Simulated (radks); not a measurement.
# As in [Ar] 3d10 4s1 4p3 5s1: an all-electron calculation

What are the levels of neutral arsenic, how large are its shells, and how does its energy divide?

Method: Dirac Kohn-Sham, RPBE, spin-unpolarised, spherical densities, finite nucleus; open shells fill j = l - 1/2 first. Code: radks (a radial shooting solver on a logarithmic mesh, Libxc functionals) version 1.

**1. Starting point**

```
element            : arsenic (Z = 33)
charge             : 0
electrons          : 33
configuration      : [Ar] 3d10 4s1 4p3 5s1
nuclear rms radius : 4.0968 fm
```

**2. Self-consistent calculation**

Settings of this run:

```text
Z 33
configuration [Ar] 3d10 4s1 4p3 5s1
relativity Dirac
functional rpbe,pbe
spin unpolarised
j_filling energy
nucleus finite rms 4.0968 fm
c 137.035999084
```

**Question.** What will this run give?

As calculated:

```
                        quantity                   value
                    total energy     -2260.57910 hartree
exchange-correlation share of it                  3.70 %
                            −T/E                  1.0226
          highest occupied level        5s1/2, -1.916 eV
    most extended occupied level  5s1/2, <r> = 6.22 bohr
 radius at density 0.001 e/bohr³               4.68 bohr
    maxima of the radial density                       3
```

What this shows: 5 principal shells are occupied and 3 maxima appear in the radial density; where shells overlap, one shows as a shoulder or not at all. Relativity lifts −T/E to 1.023. This is not the tabulated ground configuration, so its levels and sizes aren't those of the ground state, and no measured value stands beside it.
